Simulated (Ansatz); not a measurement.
# Ge10H16 off sphere (Ge9NH16) (doublet): a spread of methods and bases

How do the results and run time of Ge10H16 off sphere (Ge9NH16) (doublet) respond when the settings are drawn wide?

Program: Ansatz 0.2.0, Gaussian basis. Level of theory: the settings change from run to run. These are calculated values, not measurements.

## (1) The geometry

An earlier r2SCAN-D4/def2-SVP relaxation fixed the geometry.

26 atoms, charge 0, spin multiplicity 2.

Atoms are counted from 1 here; the program's logs count them from 0.

Bond lengths: Ge1–Ge7 2.424 Å, Ge1–H11 1.553 Å, Ge1–H12 1.546 Å, Ge2–Ge7 2.430 Å, Ge2–Ge9 2.426 Å, Ge2–H13 1.542 Å, Ge2–H14 1.543 Å, Ge3–Ge7 2.430 Å, Ge3–Ge10 2.427 Å, Ge3–H15 1.541 Å, Ge3–H16 1.544 Å, Ge4–N8 1.862 Å, Ge4–Ge10 2.425 Å, Ge4–H17 1.540 Å, Ge4–H18 1.550 Å, Ge5–Ge9 2.428 Å, Ge5–Ge10 2.428 Å, Ge5–H19 1.541 Å and more. Angles: Ge7–Ge1–H11 110.8°, Ge7–Ge1–H12 111.8°, H11–Ge1–H12 107.9°, Ge7–Ge2–Ge9 110.7°, Ge7–Ge2–H13 109.8°, Ge7–Ge2–H14 109.8°, Ge9–Ge2–H13 109.6°, Ge9–Ge2–H14 109.1°, H13–Ge2–H14 107.7°, Ge7–Ge3–Ge10 111.0°, Ge7–Ge3–H15 109.7°, Ge7–Ge3–H16 109.6°, Ge10–Ge3–H15 109.8°, Ge10–Ge3–H16 108.9°, H15–Ge3–H16 107.8°, N8–Ge4–Ge10 107.5°, N8–Ge4–H17 105.6°, N8–Ge4–H18 111.4° and more.

## (2) r2SCANh/cc-pVDZ

This run has restricted open-shell orbitals, high accuracy, the search for lower states set to full.

File in.yaml:

```yaml
crystal:
  periodic: [false, false, false]
  atoms:
    - {symbol: Ge, position_ang: [-0.063464, -3.110939, -0.262690]}
    - {symbol: Ge, position_ang: [0.116955, -0.001107, -2.769560]}
    - {symbol: Ge, position_ang: [-2.710496, -0.118449, 0.031676]}
    - {symbol: Ge, position_ang: [0.307622, 0.018757, 2.614195]}
    - {symbol: Ge, position_ang: [-0.094070, 2.847425, -0.036368]}
    - {symbol: Ge, position_ang: [2.648169, 0.089141, 0.287095]}
    - {symbol: Ge, position_ang: [-1.344239, -1.447865, -1.474976]}
    - {symbol: N, position_ang: [1.409892, -0.800855, 1.356778]}
    - {symbol: Ge, position_ang: [1.416253, 1.436174, -1.309577]}
    - {symbol: Ge, position_ang: [-1.331112, 1.333141, 1.402896]}
    - {symbol: H, position_ang: [-0.167795, -4.498100, -0.952033]}
    - {symbol: H, position_ang: [-0.557406, -3.266305, 1.193590]}
    - {symbol: H, position_ang: [1.066117, -0.855913, -3.633872]}
    - {symbol: H, position_ang: [-0.724953, 0.874829, -3.720982]}
    - {symbol: H, position_ang: [-3.546893, -1.047824, 0.933034]}
    - {symbol: H, position_ang: [-3.688590, 0.750321, -0.787514]}
    - {symbol: H, position_ang: [-0.326256, -1.130578, 3.419362]}
    - {symbol: H, position_ang: [1.122909, 0.914121, 3.581173]}
    - {symbol: H, position_ang: [-1.038021, 3.639823, -0.962048]}
    - {symbol: H, position_ang: [0.705409, 3.854645, 0.814577]}
    - {symbol: H, position_ang: [3.482266, -1.016243, -0.386601]}
    - {symbol: H, position_ang: [3.590530, 0.975306, 1.140024]}
    - {symbol: H, position_ang: [-2.278367, -2.167824, -2.478264]}
    - {symbol: H, position_ang: [1.798771, -1.673215, 1.718674]}
    - {symbol: H, position_ang: [2.410848, 2.287859, -2.128183]}
    - {symbol: H, position_ang: [-2.204082, 2.113664, 2.409606]}
basis:
  gaussian: {orbitals: cc-pVDZ}
magnetization: {spin_polarized: false, initial_magnetization: 1}
hamiltonian: {xc: {name: r2SCANh}}
accuracy: high
scf: {lower_state_search: full}
output: {forces: true}
```

Command:

```bash
> ansatz run in.yaml --threads 2 --pin off --events-out ev --progress --plain --max-ram 32768MiB --backend cuda --devices 0, --max-vram 18GiB
```

Standard output (excerpt; [...] marks lines left out):

```text
Functional definition: r2SCANh
  name "r2SCANh"
  cite "Bursch, Neugebauer, Ehlert & Grimme, J. Chem. Phys. 156, 134105 (2022) doi:10.1063/5.0086040"
  cite "Furness, Kaplan, Ning, Perdew & Sun, J. Phys. Chem. Lett. 11, 8208 (2020) doi:10.1021/acs.jpclett.0c02405"
  cite "Furness, Kaplan, Ning, Perdew & Sun, J. Phys. Chem. Lett. 11, 9248 (2020) doi:10.1021/acs.jpclett.0c03077"
  parent r2scan
[...]
7983 factors; integrals over basis functions are off by at most 4.4e-8 eV
[...]
mean field -510404.96861042 eV, -18757.0366315194 hartree, gradient 6.9e-8 eV, S^2 0.750000; 5 other end points of the search recorded, 0 dependent functions left out
[...]
reference -510404.96861477 eV, -18757.0366316793 hartree; 156, 155 occupied and 181, 182 virtual orbitals, 7983 factors
Total energy: -510404.96861477 eV, -18757.0366316793 hartree
Atom 0 at    -0.063464    -3.110939    -0.262690 Å, force    -0.000082    -0.038273    -0.001822 eV/Å
Atom 1 at     0.116955    -0.001107    -2.769560 Å, force     0.007174     0.002625    -0.030970 eV/Å
Atom 2 at    -2.710496    -0.118449     0.031676 Å, force    -0.028766     0.003726     0.002771 eV/Å
Atom 3 at     0.307622     0.018757     2.614195 Å, force    -0.009042     0.047917     0.115502 eV/Å
Atom 4 at    -0.094070     2.847425    -0.036368 Å, force    -0.002121     0.029710     0.002340 eV/Å
[...]
Atom 10 at    -0.167795    -4.498100    -0.952033 Å, force    -0.008974     0.009448     0.004405 eV/Å
Atom 11 at    -0.557406    -3.266305     1.193590 Å, force     0.003301    -0.006093    -0.007444 eV/Å
Atom 12 at     1.066117    -0.855913    -3.633872 Å, force    -0.009372     0.005799     0.006239 eV/Å
Atom 13 at    -0.724953     0.874829    -3.720982 Å, force     0.007627    -0.010108     0.008916 eV/Å
Atom 14 at    -3.546893    -1.047824     0.933034 Å, force     0.002920     0.001474    -0.004483 eV/Å
Atom 15 at    -3.688590     0.750321    -0.787514 Å, force     0.009211    -0.008592     0.007642 eV/Å
Atom 16 at    -0.326256    -1.130578     3.419362 Å, force    -0.002253     0.008339     0.001732 eV/Å
Atom 17 at     1.122909     0.914121     3.581173 Å, force    -0.014900    -0.004161     0.001500 eV/Å
Atom 18 at    -1.038021     3.639823    -0.962048 Å, force     0.009327    -0.007075     0.007766 eV/Å
Atom 19 at     0.705409     3.854645     0.814577 Å, force    -0.009449    -0.008235    -0.009837 eV/Å
Atom 20 at     3.482266    -1.016243    -0.386601 Å, force    -0.001631     0.007490    -0.001813 eV/Å
Atom 21 at     3.590530     0.975306     1.140024 Å, force     0.002458    -0.002994    -0.014393 eV/Å
Atom 22 at    -2.278367    -2.167824    -2.478264 Å, force     0.007633     0.005104     0.010581 eV/Å
Atom 23 at     1.798771    -1.673215     1.718674 Å, force     0.024302     0.047190     0.031376 eV/Å
Atom 24 at     2.410848     2.287859    -2.128183 Å, force    -0.006165    -0.007016     0.004088 eV/Å
Atom 25 at    -2.204082     2.113664     2.409606 Å, force     0.003841    -0.005705    -0.006605 eV/Å
Dipole moment:     0.139208     0.060929     0.142209 e Å
```

Run time: 65 s. Hardware: 1 × H100 (card shared with other runs) with 2 threads of AMD EPYC 7R13, shared host; peak host memory 5.4 GiB.

Largest force 0.194 eV/Å, dipole 1.00 D.

## (3) rPW86-PBE/STO-3G

This run has D3(BJ) dispersion, the search for lower states set to full.

in.yaml: that of step 2 with these lines changed.

```diff
@@ -30,6 +30,5 @@
 basis:
-  gaussian: {orbitals: cc-pVDZ}
-magnetization: {spin_polarized: false, initial_magnetization: 1}
-hamiltonian: {xc: {name: r2SCANh}}
-accuracy: high
+  gaussian: {orbitals: STO-3G}
+magnetization: {spin_polarized: true, initial_magnetization: 1}
+hamiltonian: {xc: {name: rPW86-PBE}, dispersion: d3bj}
 scf: {lower_state_search: full}
```

Launched as before.

Standard output (excerpt; [...] marks lines left out):

```text
Functional definition: rPW86-PBE
  name "rPW86-PBE"
  cite "Murray, Lee & Langreth, J. Chem. Theory Comput. 5, 2754 (2009) doi:10.1021/ct900365q"
  cite "Perdew, Burke & Ernzerhof, Phys. Rev. Lett. 77, 3865 (1996) doi:10.1103/PhysRevLett.77.3865"
  parent pbe
[...]
1941 factors; integrals over basis functions are off by at most 3.5e-5 eV
[...]
mean field -504724.72226386 eV, -18548.2914284926 hartree, gradient 4.5e-5 eV, S^2 0.751231; 9 other end points of the search recorded, 0 dependent functions left out
[...]
reference -504724.72241131 eV, -18548.2914339112 hartree; 156, 155 occupied and 27, 28 virtual orbitals, 1941 factors
Total energy: -504726.01799860 eV, -18548.3390458661 hartree
Atom 0 at    -0.063464    -3.110939    -0.262690 Å, force    -1.841449    -0.293277     0.034007 eV/Å
[...]
Atom 16 at    -0.326256    -1.130578     3.419362 Å, force     0.971688     1.594361    -1.106727 eV/Å
Atom 17 at     1.122909     0.914121     3.581173 Å, force    -1.055513    -1.229207    -1.238406 eV/Å
Atom 18 at    -1.038021     3.639823    -0.962048 Å, force     1.472702    -1.156437     1.447078 eV/Å
Atom 19 at     0.705409     3.854645     0.814577 Å, force    -1.255077    -1.474756    -1.332800 eV/Å
Atom 20 at     3.482266    -1.016243    -0.386601 Å, force    -1.150379     1.533286     1.033014 eV/Å
Atom 21 at     3.590530     0.975306     1.140024 Å, force    -1.195538    -1.204981    -1.105956 eV/Å
Atom 22 at    -2.278367    -2.167824    -2.478264 Å, force     1.369021     1.148223     1.458914 eV/Å
Atom 23 at     1.798771    -1.673215     1.718674 Å, force     0.570534    -1.258855     0.546389 eV/Å
Atom 24 at     2.410848     2.287859    -2.128183 Å, force    -1.549612    -1.328034     1.286680 eV/Å
Atom 25 at    -2.204082     2.113664     2.409606 Å, force     1.371828    -1.210890    -1.566958 eV/Å
Dipole moment:     0.179484     0.219962     0.212981 e Å
```

It took 24 s on 1 × H100 (card shared with other runs) with 2 threads of AMD EPYC 7R13, shared host; peak host memory 1.2 GiB.

Largest force 2.670 eV/Å, dipole 1.70 D, ⟨S²⟩ 0.751.

## (4) wB97X-V/def2-mTZVP

Set apart from the defaults: the search for lower states set to full.

in.yaml: that of step 3 with these lines changed.

```diff
@@ -30,5 +30,5 @@
 basis:
-  gaussian: {orbitals: STO-3G}
+  gaussian: {orbitals: def2-mTZVP}
 magnetization: {spin_polarized: true, initial_magnetization: 1}
-hamiltonian: {xc: {name: rPW86-PBE}, dispersion: d3bj}
+hamiltonian: {xc: {name: wB97X-V}}
 scf: {lower_state_search: full}
```

The command is unchanged.

Standard output (excerpt; [...] marks lines left out):

```text
Functional definition: wB97X-V
  name "wB97X-V"
  cite "Mardirossian & Head-Gordon, Phys. Chem. Chem. Phys. 16, 9904 (2014) doi:10.1039/C3CP54374A"
  cite "Becke, J. Chem. Phys. 107, 8554 (1997) doi:10.1063/1.475007"
  cite "Vydrov & Van Voorhis, J. Chem. Phys. 133, 244103 (2010) doi:10.1063/1.3521275"
[...]
      + integral(e_c_pw_opposite_spin*poly(b97_u_opposite, cos0, cos1)) + vv10(b, c)
3787 factors; integrals over basis functions are off by at most 8.7e-4 eV
1066 factors; integrals over basis functions are off by at most 2.7e-6 eV
[...]
mean field -510370.78417409 eV, -18755.7803766553 hartree, gradient 1.9e-5 eV, S^2 0.752022; 3 other end points of the search recorded, 0 dependent functions left out
[...]
reference -510370.78417059 eV, -18755.7803765268 hartree; 156, 155 occupied and 235, 236 virtual orbitals, 3787 factors
[...]
Atom 16 at    -0.326256    -1.130578     3.419362 Å, force    -0.005954     0.028863     0.001427 eV/Å
Atom 17 at     1.122909     0.914121     3.581173 Å, force    -0.028070    -0.027306    -0.028815 eV/Å
Atom 18 at    -1.038021     3.639823    -0.962048 Å, force     0.026706    -0.033677     0.023739 eV/Å
Atom 19 at     0.705409     3.854645     0.814577 Å, force    -0.022518    -0.034539    -0.024761 eV/Å
Atom 20 at     3.482266    -1.016243    -0.386601 Å, force     0.000465     0.029052    -0.004223 eV/Å
Atom 21 at     3.590530     0.975306     1.140024 Å, force    -0.024516    -0.026768    -0.029773 eV/Å
Atom 22 at    -2.278367    -2.167824    -2.478264 Å, force     0.036889     0.025714     0.051612 eV/Å
Atom 23 at     1.798771    -1.673215     1.718674 Å, force    -0.077864     0.192275    -0.061852 eV/Å
Atom 24 at     2.410848     2.287859    -2.128183 Å, force    -0.038986    -0.029998     0.024892 eV/Å
Atom 25 at    -2.204082     2.113664     2.409606 Å, force     0.026764    -0.027316    -0.040132 eV/Å
Dipole moment:     0.156657     0.060090     0.148767 e Å
```

Wall time 43 s (1 × H100 (card shared with other runs) with 2 threads of AMD EPYC 7R13, shared host); peak host memory 3.1 GiB.

Largest force 0.216 eV/Å, dipole 1.08 D, ⟨S²⟩ 0.752.

## (5) wB97/6-31G*

This run has atoms shaken by 0.03 Å, a grid of angular degree 47.

File in.yaml:

```yaml
crystal:
  periodic: [false, false, false]
  atoms:
    - {symbol: Ge, position_ang: [-0.086765, -3.139464, -0.340238]}
    - {symbol: Ge, position_ang: [0.115844, -0.048163, -2.769284]}
    - {symbol: Ge, position_ang: [-2.682843, -0.114268, 0.071506]}
    - {symbol: Ge, position_ang: [0.283713, 0.035284, 2.581461]}
    - {symbol: Ge, position_ang: [-0.085857, 2.851108, -0.022577]}
    - {symbol: Ge, position_ang: [2.672261, 0.085901, 0.312981]}
    - {symbol: Ge, position_ang: [-1.305191, -1.418822, -1.496704]}
    - {symbol: N, position_ang: [1.374164, -0.773854, 1.364661]}
    - {symbol: Ge, position_ang: [1.469094, 1.446408, -1.296951]}
    - {symbol: Ge, position_ang: [-1.351595, 1.339793, 1.398552]}
    - {symbol: H, position_ang: [-0.199544, -4.498644, -0.902822]}
    - {symbol: H, position_ang: [-0.556524, -3.230057, 1.112931]}
    - {symbol: H, position_ang: [1.105289, -0.808880, -3.649239]}
    - {symbol: H, position_ang: [-0.720931, 0.884996, -3.700790]}
    - {symbol: H, position_ang: [-3.530740, -1.022791, 0.911035]}
    - {symbol: H, position_ang: [-3.674882, 0.712052, -0.777401]}
    - {symbol: H, position_ang: [-0.331257, -1.164733, 3.463294]}
    - {symbol: H, position_ang: [1.132227, 1.006074, 3.536697]}
    - {symbol: H, position_ang: [-1.056308, 3.626447, -0.951776]}
    - {symbol: H, position_ang: [0.694617, 3.829551, 0.892747]}
    - {symbol: H, position_ang: [3.494942, -1.020005, -0.404335]}
    - {symbol: H, position_ang: [3.613719, 1.028208, 1.122134]}
    - {symbol: H, position_ang: [-2.269625, -2.219554, -2.449940]}
    - {symbol: H, position_ang: [1.794461, -1.644417, 1.699598]}
    - {symbol: H, position_ang: [2.428813, 2.280708, -2.138647]}
    - {symbol: H, position_ang: [-2.209842, 2.120642, 2.443430]}
basis:
  gaussian: {orbitals: "6-31G*", final_grid: {core_spheres: 20, valence_spheres: 16, degree: 47}}
magnetization: {spin_polarized: true, initial_magnetization: 1}
hamiltonian: {xc: {name: wB97}}
output: {forces: true}
```

Launched as before.

Standard output (excerpt; [...] marks lines left out):

```text
Functional definition: wB97
  name "wB97"
  cite "Chai & Head-Gordon, J. Chem. Phys. 128, 084106 (2008) doi:10.1063/1.2834918"
  cite "Becke, J. Chem. Phys. 107, 8554 (1997) doi:10.1063/1.475007"
[...]
  # The coefficients of nought are those of the uniform gas.
[...]
      + integral(e_c_pw_opposite_spin*poly(b97_u_opposite, 1, cos1, cos2, cos3, cos4))
4139 factors; their error is unknown
1122 factors; integrals over basis functions are off by at most 7.0e-6 eV
[...]
mean field -510385.89773587 eV, -18756.3357898063 hartree, gradient 2.6e-5 eV, S^2 0.752584; 0 other end points of the search recorded, 0 dependent functions left out
[...]
reference -510385.89771541 eV, -18756.3357890545 hartree; 156, 155 occupied and 206, 207 virtual orbitals, 4139 factors
Total energy: -510385.89771541 eV, -18756.3357890545 hartree
[...]
Atom 16 at    -0.331257    -1.164733     3.463294 Å, force     0.367408     0.820601    -0.537092 eV/Å
Atom 17 at     1.132227     1.006074     3.536697 Å, force    -0.440400    -0.519891    -0.387007 eV/Å
Atom 18 at    -1.056308     3.626447    -0.951776 Å, force     0.193685    -0.014387     0.129727 eV/Å
Atom 19 at     0.694617     3.829551     0.892747 Å, force    -0.125837    -0.020491    -0.170095 eV/Å
Atom 20 at     3.494942    -1.020005    -0.404335 Å, force    -0.118684     0.127634     0.257844 eV/Å
Atom 21 at     3.613719     1.028208     1.122134 Å, force    -0.075483    -0.282994     0.045084 eV/Å
Atom 22 at    -2.269625    -2.219554    -2.449940 Å, force     0.215616     0.356888     0.175939 eV/Å
Atom 23 at     1.794461    -1.644417     1.699598 Å, force    -0.340990     0.176945     0.093562 eV/Å
Atom 24 at     2.428813     2.280708    -2.138647 Å, force     0.171980     0.165011    -0.142721 eV/Å
Atom 25 at    -2.209842     2.120642     2.443430 Å, force     0.145094    -0.156347    -0.256221 eV/Å
Dipole moment:     0.144323     0.045258     0.074745 e Å
```

Wall time 16 s (1 × H100 (card shared with other runs) with 2 threads of AMD EPYC 7R13, shared host); peak host memory 1.7 GiB.

Largest force 1.619 eV/Å, dipole 0.81 D, ⟨S²⟩ 0.753.

## (6) The runs in one table

```tsv
level	charge	multiplicity	geometry	functions	energy (eV)	time
r2SCANh/cc-pVDZ	0	2	relaxed	337	-510404.969	65 s
rPW86-PBE/STO-3G	0	2	relaxed	183	-504726.018	24 s
wB97X-V/def2-mTZVP	0	2	relaxed	391	-510370.784	43 s
wB97/6-31G*	0	2	shaken	362	-510385.898	16 s
```

## (7) What came out

| quantity | value |
| --- | --- |
| runs | 4 |
| quickest | wB97/6-31G*, 16 s |
| slowest | r2SCANh/cc-pVDZ, 65 s |
| spread of total energies, same state and geometry | 5679.0 eV |
| dipole, same state and geometry | 1.00 to 1.70 D |

What this shows: Run time spans a factor of 4, from wB97/6-31G* to r2SCANh/cc-pVDZ. The jobs differ in tasks and options as well as level. The totals spread over 5679 eV; they can't be compared across methods or bases. At the r2SCAN-D4/def2-SVP geometry and in the same state, runs without warnings or point charges leave forces up to 2.67 eV/Å (rPW86-PBE/STO-3G). At that geometry and state the dipole changes by 71 % between the lowest and highest value.
